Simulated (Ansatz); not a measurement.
# SnN3H7: up Jacob's ladder to CCSD(T)

One table from this session's results is given with a row withheld; the runs are named, their logs left out.

Method: functionals in def2-TZVPP, the program's frozen cores in correlated methods; program: Ansatz 0.2.0, Gaussian basis.

Levels to be run: LDA (SPW92), PBE-D4, revPBE-D4, BLYP-D4, r2SCAN-D4, B97M-V, PBE0-D4, B3LYP-D4, r2SCANh-D4, r2SCAN0-D4, HSE06-D4, BHLYP-D4, CAM-B3LYP-D4, LC-ωPBE, ωB97X-V, ωB97M-V, B2PLYP, PBE-QIDH; CCSD(T)/def2-SVP; CCSD(T)/def2-TZVPP; MP2/def2-QZVPP; extrapolation to the limit; RPA on PBE.

1 further run of the same task is left out (for a known fault of the program).

### The relaxed structure

All runs share one geometry, relaxed beforehand with PBE0-D4 in a triple-zeta def2 set. Sn takes the def2 core potential; no spin-orbit term is included.

11 atoms, charge 0, spin multiplicity 1.

Atoms are counted from 1 here; the program's logs count them from 0.

Bond lengths: N1–Sn2 2.023 Å, N1–H5 1.011 Å, N1–H6 1.011 Å, Sn2–N3 2.018 Å, Sn2–N4 2.022 Å, Sn2–H7 1.712 Å, N3–H8 1.012 Å, N3–H9 1.012 Å, N4–H10 1.011 Å, N4–H11 1.012 Å. Angles: Sn2–N1–H5 114.0°, Sn2–N1–H6 114.8°, H5–N1–H6 108.4°, N1–Sn2–N3 114.2°, N1–Sn2–N4 106.7°, N1–Sn2–H7 107.6°, N3–Sn2–N4 100.4°, N3–Sn2–H7 108.3°, N4–Sn2–H7 120.0°, Sn2–N3–H8 113.9°, Sn2–N3–H9 112.7°, H8–N3–H9 107.5°, Sn2–N4–H10 115.0°, Sn2–N4–H11 113.3°, H10–N4–H11 108.1°.

Coordinates:

| atom | x (Å) | y (Å) | z (Å) |
| --- | --- | --- | --- |
| N1 | -0.70955 | 1.73537 | 0.33411 |
| Sn2 | 0.48940 | 0.12605 | 0.07533 |
| N3 | 0.20217 | -1.34402 | 1.42768 |
| N4 | -0.13930 | -0.80009 | -1.60855 |
| H5 | -1.58869 | 1.67796 | -0.16282 |
| H6 | -0.27878 | 2.62452 | 0.12033 |
| H7 | 2.11034 | 0.66289 | 0.20283 |
| H8 | 0.47702 | -1.09424 | 2.36879 |
| H9 | -0.75929 | -1.65894 | 1.46398 |
| H10 | -0.01000 | -0.27124 | -2.46080 |
| H11 | 0.27208 | -1.71526 | -1.74039 |

The first run:

File in.yaml:

```yaml
crystal:
  periodic: [false, false, false]
  atoms:
    - {symbol: N, position_ang: [-0.709552, 1.735372, 0.334111]}
    - {symbol: Sn, position_ang: [0.489402, 0.126054, 0.075330]}
    - {symbol: N, position_ang: [0.202171, -1.344019, 1.427675]}
    - {symbol: N, position_ang: [-0.139301, -0.800091, -1.608546]}
    - {symbol: H, position_ang: [-1.588691, 1.677965, -0.162816]}
    - {symbol: H, position_ang: [-0.278776, 2.624516, 0.120331]}
    - {symbol: H, position_ang: [2.110336, 0.662886, 0.202831]}
    - {symbol: H, position_ang: [0.477016, -1.094242, 2.368793]}
    - {symbol: H, position_ang: [-0.759286, -1.658944, 1.463980]}
    - {symbol: H, position_ang: [-0.010001, -0.271241, -2.460801]}
    - {symbol: H, position_ang: [0.272082, -1.715256, -1.740390]}
basis:
  gaussian: {orbitals: def2-TZVPP}
hamiltonian: {xc: lda}
output: {orbitals: {seedname: orbitals}}
```

Run with:

```console
$ ansatz run in.yaml --threads 4 --pin off --events-out ev --progress --plain --max-ram 10444MiB
```

Steps of the session up to this table: LDA; PBE-D4 (GGA); revPBE-D4 (GGA); BLYP-D4 (GGA); r2SCAN-D4 (meta-GGA); B97M-V (meta-GGA); PBE0-D4 (hybrid); B3LYP-D4 (hybrid); r2SCANh-D4 (hybrid); r2SCAN0-D4 (hybrid); HSE06-D4 (hybrid); BHLYP-D4 (hybrid); CAM-B3LYP-D4 (range-separated); LC-ωPBE (range-separated); ωB97X-V (range-separated); ωB97M-V (range-separated); B2PLYP (double hybrid); PBE-QIDH (double hybrid).

One table of the session follows, with a row left open; its other results are not shown here.

It belongs to the step «Frontier levels by functional». 

| functional | HOMO (eV) | gap (eV) |
| --- | --- | --- |
| LDA (SPW92) | -5.82 | 4.80 |
| PBE-D4 | -5.68 | 4.84 |
| revPBE-D4 | -5.62 | 4.87 |
| BLYP-D4 | -5.56 | 4.71 |
| r2SCAN-D4 | -5.98 | 5.55 |
| B97M-V | -6.09 | 5.42 |
| PBE0-D4 | -7.11 | 7.19 |
| B3LYP-D4 | -6.87 | 6.59 |
| r2SCANh-D4 | -6.52 | 6.41 |
| r2SCAN0-D4 | -7.33 | 7.68 |
| HSE06-D4 | -6.71 | 6.42 |
| BHLYP-D4 | -8.47 | 9.28 |
| CAM-B3LYP-D4 | -8.55 | 9.48 |
| LC-ωPBE | ? | ? |
| ωB97X-V | -9.58 | 11.60 |
| ωB97M-V | -9.49 | 11.13 |

Q: Estimate the row for LC-ωPBE from the others.

The run gave: HOMO (eV): -9.96; gap (eV): 12.18. In the column «HOMO (eV)» it is the lowest.
